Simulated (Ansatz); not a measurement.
# Mg3Te (I4/mmm) in Ansatz: equation of state

Aim: energy against volume of Mg3Te in PBEsol, for its equilibrium volume and stiffness.

Everything below comes from runs of Ansatz 0.2.0. Logs are shortened: lines on timing, memory, paths and dates and some standing lists are left out, and cuts for length are marked.

### Step 1. The structure

Symmetry: I4/mmm, No. 139, tetragonal system. The conventional cell has a = 4.279 Å, b = 4.279 Å, c = 10.565 Å, α = 90.00°, β = 90.00°, γ = 90.00°. Around Te (site symmetry 4/mmm) lie 12 Mg at 3.03 to 3.40 Å. Mg (site symmetry -4m2) is surrounded by 8 Mg at 3.03 to 3.40 Å and 4 Te at 3.40 Å. Mg (site symmetry 4/mmm) has 4 Te at 3.03 Å and 8 Mg at 3.40 Å as nearest neighbours.

The cell comes from a database or a generator and needn't be the stable form of this composition.

### Step 2. Single point, PBEsol, 22.73 Å³/atom (volume scaled by 0.94)

The input, input.yaml:

```yaml
crystal:
  lattice:
    - [-2.0956873375, 2.0956873375, 5.1746518643]
    - [2.0956873375, -2.0956873375, 5.1746518643]
    - [2.0956873375, 2.0956873375, -5.1746518643]
  atoms:
    - { symbol: Te, position: [0.0, 0.0, 0.0] }
    - { symbol: Mg, position: [0.25, 0.75, 0.5] }
    - { symbol: Mg, position: [0.75, 0.25, 0.5] }
    - { symbol: Mg, position: [0.5, 0.5, 0.0] }
hamiltonian:
  xc: pbesol
  pseudopotentials: { kind: paw }
kpoints:
  mp_grid: { grid: [9, 9, 9] }
scf:
  occupations: { method: fermi_dirac, width: 0.05 }
output:
  forces: true
  stress: true
  eigenvalues: true
```

Potentials or basis: Ansatz PAW.

Run with:

```
ansatz run input.yaml --threads 2 --pin off --max-ram 5632MiB --backend cpu --events-out ev --progress --plain --runs-dir out
```

What it wrote:

```text
Warning: RAYON_NUM_THREADS=2 ignored (pool sized by the plan → 2); use --threads N
basis.fft_grid_basis auto: the FFT boxes are laid along the combinations [[1, 0, 1], [0, 1, 1], [0, 0, 1]] of the cell's own vectors, 4.191, 4.191 and 5.963 Å long. The dense box has 30×30×40 points. Along the cell's own vectors, as sized, it would have 40×40×40, 1.78 times as many. Of the 16 symmetry operations that the crystal satisfies within crystal.symmetry.tolerance (time reversal apart; of a slab, those that keep its plane) the dense box along the cell's own vectors carries 16, and the one as laid loses 12 of those. basis.fft_grid_basis: typed keeps the cell's own vectors: state it where this run's energies or levels are differenced outside the engine with another run's, or held beside a run that keeps those vectors.
Engine: ansatz 0.2.0, aarch64-unknown-linux-gnu
Pseudopotentials: kind: paw
Pseudopotential: Te, paw, valence charge 16, recommended cutoff 420 eV (normal), Te.paw.azcp
Pseudopotential: Mg, paw, valence charge 10, recommended cutoff 420 eV (normal), Mg.paw.azcp
Functional definition: PBEsol
  exchange = pbesol_x
  correlation = pbesol_c
Crystal: 4 atoms, lattice volume = 90.906 Å³
Basis set: ecut = 420 eV, 1733 PW (Γ), FFT grids on a1+a3, a2+a3, a3, exchange–correlation on 60×60×80 points (8 copies of the dense FFT grid, shifted against one another)
Bands: 28, of which v1, the nominal top of the filled ones, is band 23 counted from 1 (22 counted from 0)
Symmetry: 16 space group operations
Space group: I4/mmm (ITA 139), of the structure as read, at distance tolerance 4.5e-5 Å
k-points: 75 of 729
Non-local potential: Te, projectors of the file, l = 0: 2, l = 1: 2, l = 2: 2, l = 3: 2
Non-local potential: Mg, projectors of the file, l = 0: 3, l = 1: 2, l = 2: 1
PAW form: soft (Blöchl's): semilocal exchange-correlation on the pseudo side does not see the compensation charge
PAW frozen core: Te, regenerated for the run's functional, and the local potential with it (the file was generated under x = pbe(κ = 0.804, μ = 0.2195149727645171), c = pbe(β = 0.06672455060314922))
PAW frozen core: Mg, regenerated for the run's functional, and the local potential with it (the file was generated under x = pbe(κ = 0.804, μ = 0.2195149727645171), c = pbe(β = 0.06672455060314922))
PAW one-centre angular grid: Te, 590 points (default); XC on 64 Gauss nodes
PAW one-centre angular grid: Mg, 110 points (default); XC on 64 Gauss nodes
Initial density: superposition of atomic densities (neutral atoms: chi_scale 0, normalization atom), corrected by the library's trained network
Initial wavefunctions: pseudopotential atomic-orbital guess
Functional: x = pbesol(κ = 0.804, μ = 0.12345679012345678), c = pbesol(β = 0.046)
SCF iter   1: F=—  HF=-12638.385600 eV  |F-HF|=—  |Δ(HF+E_count)|=         —  Δρ=2.86e-3  dr2=9.27e-3  ethr=1.77e-3  ⟨swp⟩=6.8  Hψ=9811  notcnv=0
preconditioner: auto → Kerker (q_TF=auto, 2.435 Å⁻¹)  [metal: Δε(μ)=0.027 eV  Ē_g=7.385 eV  σ=0.050 eV  W_gap=0.13  n_scr=24 (ndim 8)  ℏωp=13.5 eV  f_vac=0.000  D(μ)=2.27/eV (n_scr^D=14)]
SCF iter   2: F=—  HF=-12638.381285 eV  |F-HF|=—  |Δ(HF+E_count)|=   4.31e-3  Δρ=1.58e-3  dr2=4.02e-3  ethr=2.02e-5  ⟨swp⟩=2.2  Hψ=3926  notcnv=0  defer=2
SCF iter   3: F=—  HF=-12638.380028 eV  |F-HF|=—  |Δ(HF+E_count)|=   1.26e-3  Δρ=4.38e-4  dr2=5.36e-4  ethr=8.74e-6  ⟨swp⟩=3.0  Hψ=3364  notcnv=0  defer=2
SCF iter   4: F=—  HF=-12638.379884 eV  |F-HF|=—  |Δ(HF+E_count)|=   1.43e-4  Δρ=1.60e-4  dr2=4.69e-5  ethr=1.17e-6  ⟨swp⟩=2.0  Hψ=2683  notcnv=0  defer=2
SCF iter   5: F=—  HF=-12638.379869 eV  |F-HF|=—  |Δ(HF+E_count)|=   1.49e-5  Δρ=6.96e-5  dr2=7.39e-6  ethr=1.02e-7  ⟨swp⟩=2.0  Hψ=2915  notcnv=0  defer=2
SCF iter   6: F=—  HF=-12638.379867 eV  |F-HF|=—  |Δ(HF+E_count)|=   2.06e-6  Δρ=1.07e-5  dr2=1.10e-7  ethr=1.61e-8  ⟨swp⟩=2.0  Hψ=2549  notcnv=0  defer=2
SCF iter   7: F=-12638.379867 eV  HF=-12638.379867 eV  |F-HF|=6.56e-9  |Δ(HF+E_count)|=   2.56e-8  Δρ=2.98e-6  dr2=1.11e-8  ethr=2.17e-10  ⟨swp⟩=7.3  Hψ=9680  notcnv=0
SCF 1 converged in 7 iterations: F = -12638.379867 eV  dr2 = 1.11e-8
SCF converged after 7 iterations
Free energy (F): -12638.379867 eV
Harris-Foulkes:  -12638.379867 eV  (|F-HF|=6.56e-9)
Internal energy: -12638.361514 eV  (E = F + TS)
E sigma→0 (E₀):  -12638.370691 eV
Entropy (-TS):   -0.018353 eV (-4.588 meV/atom)
Fermi energy:    8.330157 eV
--- Per-component energies (eV) ---
  E_band       = -1278.669589
  E_kinetic    = 408.697881
  E_local      = -5845.869081  (includes V_loc(G=0)·N_el)
  E_nonlocal   = -18.143582
  E_hartree    = 2427.811554
  E_xc         = -209.695817
  E_vxc        = -216.173312  (∫ρ·V_xc dr)
  E_paw        = -5429.519623  (= ΣΔE_a)
  E_vpaw       = -462.806239  (= ΣTr[D̂ρ^β])
  E_aug_tail   = -0.000197  (compensation charges beyond the density's cutoff)
  E_ewald      = -3972.194051
  E_core_change = 0.551402  (= ΣΔE_core)
  E_smearing   = -0.018353  (= −TS)
  E_closure    = 0.000000  (closes the sum)
  Σ components = -12638.379867   (vs F -12638.379867, Δ=0.00e0)
--- Forces (eV/Å), atoms counted from 1 ---
  atom   1  Te     0.00000000    -0.00000000    -0.00000000
  atom   2  Mg     0.00000000     0.00000000     0.00000000
  atom   3  Mg    -0.00000000     0.00000000    -0.00000000
  atom   4  Mg     0.00000000    -0.00000000    -0.00000000
  max |Σ_I F_I| component: 3.82e-17 eV/Å
--- Stress (GPa, compression-positive) ---
        1.775773      -0.000000       0.000000
       -0.000000       1.775773      -0.000000
        0.000000      -0.000000       0.828906
  P = ⅓ Tr σ = 1.4602 GPa (14.602 kbar)
--- Band table (eV; the first three rows and the last of 75) ---
  k-point 0: bands = ["-67.9197", "-67.6472", "-67.6417", "-34.8781", "-34.8781", "-34.8311", "-34.6028", "-34.5996", "-34.5996", "-34.5958", "-34.5656", "-34.5656", "-29.0614", "-29.0551", "-29.0495", "-29.0448", "-29.0448", "-4.2722", "3.8555", "3.9472", "5.5614", "5.5614", "8.6767", "9.5039", "9.8881", "9.8881", "9.9326", "12.0762"]
  k-point 1: bands = ["-67.9197", "-67.6469", "-67.6420", "-34.8782", "-34.8781", "-34.8311", "-34.6024", "-34.6001", "-34.5962", "-34.5953", "-34.5701", "-34.5652", "-29.0614", "-29.0547", "-29.0493", "-29.0449", "-29.0449", "-4.1622", "3.7101", "3.9785", "5.0984", "5.5031", "8.2484", "9.0618", "9.5484", "10.7349", "11.5402", "12.4480"]
  k-point 2: bands = ["-67.9197", "-67.6461", "-67.6428", "-34.8784", "-34.8783", "-34.8310", "-34.6014", "-34.6012", "-34.5973", "-34.5843", "-34.5814", "-34.5643", "-29.0616", "-29.0536", "-29.0489", "-29.0451", "-29.0450", "-3.8719", "3.1667", "4.2727", "4.2790", "5.8525", "7.3650", "7.9651", "9.7472", "11.6262", "12.4856", "13.1467"]
  k-point 74: bands = ["-67.9197", "-67.6471", "-67.6418", "-34.8782", "-34.8781", "-34.8309", "-34.6029", "-34.5986", "-34.5986", "-34.5960", "-34.5667", "-34.5666", "-29.0614", "-29.0549", "-29.0494", "-29.0449", "-29.0449", "-4.0781", "1.6576", "4.5622", "5.4094", "7.4807", "8.7422", "9.7729", "10.7863", "11.7024", "12.2163", "12.3282"]
```

Wall time 4.9 s (2 threads of Arm Neoverse V2, shared host); peak memory 0.42 GiB.

Results:

```
Free energy            : -12638.3799 eV
Pressure               : 1.5 GPa
Band gap on the k mesh : none (metal or under the smearing width)
```

Caveat: the PAW data sets come from PBE, with cores solved anew for the run's functional, which leaves a small shift of forces and pressure.

### Step 3. Single point, PBEsol, 23.21 Å³/atom (volume scaled by 0.96)

Edit input.yaml of step 2 so:

```diff
@@ -2,5 +2,5 @@
   lattice:
-    - [-2.0956873375, 2.0956873375, 5.1746518643]
-    - [2.0956873375, -2.0956873375, 5.1746518643]
-    - [2.0956873375, 2.0956873375, -5.1746518643]
+    - [-2.1104461853, 2.1104461853, 5.2110942752]
+    - [2.1104461853, -2.1104461853, 5.2110942752]
+    - [2.1104461853, 2.1104461853, -5.2110942752]
   atoms:
@@ -21 +21,5 @@
   eigenvalues: true
+  write_density: true
+  write_potential: true
+  elf: true
+  volumetric_format: npy
```

Potentials or basis: Ansatz PAW.

Run with:

```
ansatz run input.yaml --threads 2 --pin off --max-ram 5632MiB --backend cpu --events-out ev --progress --plain --runs-dir out
```

Run time: 7.2 s. Hardware: 2 threads of Arm Neoverse V2, shared host; peak memory 0.48 GiB.

It converged, with:

```
Free energy            : -12638.3918 eV
Pressure               : 0.5 GPa
Band gap on the k mesh : none (metal or under the smearing width)
```

Caveat: the PAW data sets come from PBE, with cores solved anew for the run's functional, which leaves a small shift of forces and pressure.

### Step 4. Single point, PBEsol, 23.69 Å³/atom (volume scaled by 0.98)

Edit input.yaml of step 3 so:

```diff
@@ -2,5 +2,5 @@
   lattice:
-    - [-2.1104461853, 2.1104461853, 5.2110942752]
-    - [2.1104461853, -2.1104461853, 5.2110942752]
-    - [2.1104461853, 2.1104461853, -5.2110942752]
+    - [-2.1250014466, 2.1250014466, 5.2470339922]
+    - [2.1250014466, -2.1250014466, 5.2470339922]
+    - [2.1250014466, 2.1250014466, -5.2470339922]
   atoms:
```

Run with:

```
ansatz run input.yaml --threads 2 --pin off --max-ram 5632MiB --backend cpu --events-out ev --progress --plain --runs-dir out
```

Run time: 6.5 s. Hardware: 2 threads of Arm Neoverse V2, shared host; peak memory 0.48 GiB.

Results (log left out):

```yaml
Free_energy: -12638.3932 eV
Pressure: -0.3 GPa
Band_gap_on_the_k_mesh: none (metal or under the smearing width)
```

Caveat: the PAW data sets come from PBE, with cores solved anew for the run's functional, which leaves a small shift of forces and pressure.

### Step 5. Single point, PBEsol, 24.18 Å³/atom

Edit input.yaml of step 4 so:

```diff
@@ -2,5 +2,5 @@
   lattice:
-    - [-2.1250014466, 2.1250014466, 5.2470339922]
-    - [2.1250014466, -2.1250014466, 5.2470339922]
-    - [2.1250014466, 2.1250014466, -5.2470339922]
+    - [-2.13936, 2.13936, 5.282488]
+    - [2.13936, -2.13936, 5.282488]
+    - [2.13936, 2.13936, -5.282488]
   atoms:
@@ -21,5 +21 @@
   eigenvalues: true
-  write_density: true
-  write_potential: true
-  elf: true
-  volumetric_format: npy
```

Run with:

```
ansatz run input.yaml --threads 2 --pin off --max-ram 5632MiB --backend cpu --events-out ev --progress --plain --runs-dir out
```

It took 5.1 s on 2 threads of Arm Neoverse V2, shared host; peak memory 0.43 GiB.

Results (log left out):

```yaml
Free_energy: -12638.3850 eV
Pressure: -1.0 GPa
Band_gap_on_the_k_mesh: none (metal or under the smearing width)
```

Caveat: the PAW data sets come from PBE, with cores solved anew for the run's functional, which leaves a small shift of forces and pressure.

### Step 6. Single point, PBEsol, 24.66 Å³/atom (volume scaled by 1.02)

Edit input.yaml of step 5 so:

```diff
@@ -2,5 +2,5 @@
   lattice:
-    - [-2.13936, 2.13936, 5.282488]
-    - [2.13936, -2.13936, 5.282488]
-    - [2.13936, 2.13936, -5.282488]
+    - [-2.1535283599, 2.1535283599, 5.3174723838]
+    - [2.1535283599, -2.1535283599, 5.3174723838]
+    - [2.1535283599, 2.1535283599, -5.3174723838]
   atoms:
```

Potentials or basis: Ansatz PAW.

Run with:

```
ansatz run input.yaml --threads 2 --pin off --max-ram 5632MiB --backend cpu --events-out ev --progress --plain --runs-dir out
```

Run time: 5.1 s. Hardware: 2 threads of Arm Neoverse V2, shared host; peak memory 0.44 GiB.

The run converged. Its results:

```
Free energy            : -12638.3683 eV
Pressure               : -1.7 GPa
Band gap on the k mesh : none (metal or under the smearing width)
```

Caveat: the PAW data sets come from PBE, with cores solved anew for the run's functional, which leaves a small shift of forces and pressure.

### Step 7. Single point, PBEsol, 25.14 Å³/atom (volume scaled by 1.04)

Edit input.yaml of step 6 so:

```diff
@@ -2,5 +2,5 @@
   lattice:
-    - [-2.1535283599, 2.1535283599, 5.3174723838]
-    - [2.1535283599, -2.1535283599, 5.3174723838]
-    - [2.1535283599, 2.1535283599, -5.3174723838]
+    - [-2.1675127022, 2.1675127022, 5.3520023928]
+    - [2.1675127022, -2.1675127022, 5.3520023928]
+    - [2.1675127022, 2.1675127022, -5.3520023928]
   atoms:
@@ -21 +21,5 @@
   eigenvalues: true
+  write_density: true
+  write_potential: true
+  elf: true
+  volumetric_format: npy
```

Run with:

```
ansatz run input.yaml --threads 2 --pin off --max-ram 5632MiB --backend cpu --events-out ev --progress --plain --runs-dir out
```

Wall time 7.2 s (2 threads of Arm Neoverse V2, shared host); peak memory 0.49 GiB.

The run converged. Its results:

| Property | Result |
| --- | --- |
| Free energy | -12638.3438 eV |
| Pressure | -2.3 GPa |
| Band gap on the k mesh | none (metal or under the smearing width) |

Caveat: the PAW data sets come from PBE, with cores solved anew for the run's functional, which leaves a small shift of forces and pressure.

### Step 8. Single point, PBEsol, 25.63 Å³/atom (volume scaled by 1.06)

Edit input.yaml of step 7 so:

```diff
@@ -2,5 +2,5 @@
   lattice:
-    - [-2.1675127022, 2.1675127022, 5.3520023928]
-    - [2.1675127022, -2.1675127022, 5.3520023928]
-    - [2.1675127022, 2.1675127022, -5.3520023928]
+    - [-2.1813188878, 2.1813188878, 5.3860924991]
+    - [2.1813188878, -2.1813188878, 5.3860924991]
+    - [2.1813188878, 2.1813188878, -5.3860924991]
   atoms:
@@ -21,5 +21 @@
   eigenvalues: true
-  write_density: true
-  write_potential: true
-  elf: true
-  volumetric_format: npy
```

Run with:

```
ansatz run input.yaml --threads 2 --pin off --max-ram 5632MiB --backend cpu --events-out ev --progress --plain --runs-dir out
```

It took 5.3 s on 2 threads of Arm Neoverse V2, shared host; peak memory 0.45 GiB.

Results (log left out):

```
Free energy            : -12638.3124 eV
Pressure               : -2.9 GPa
Band gap on the k mesh : none (metal or under the smearing width)
```

Caveat: the PAW data sets come from PBE, with cores solved anew for the run's functional, which leaves a small shift of forces and pressure.

### Step 9. Equation of state, PBEsol

Potentials or basis: Ansatz PAW.

No new run: the results of the series are fitted here.

What came out:

| Item | Value |
| --- | --- |
| Equilibrium volume | 23.52 Å³/atom |
| Bulk modulus at fixed shape and positions | 40 GPa |
| Pressure derivative of the bulk modulus | 4.1 |

Energy against volume, from the lowest point:
```csv
volume (Å³/atom),energy (meV/atom)
22.727,3.33
23.210,0.34
23.694,0.00
24.177,2.04
24.661,6.23
25.144,12.35
25.628,20.20
```

Caveat: the cell was scaled at fixed shape and fractional positions, which overstates the stiffness of a crystal with free parameters, most of all of layers and chains. Spin-orbit coupling is left out, which matters for the levels of Te.
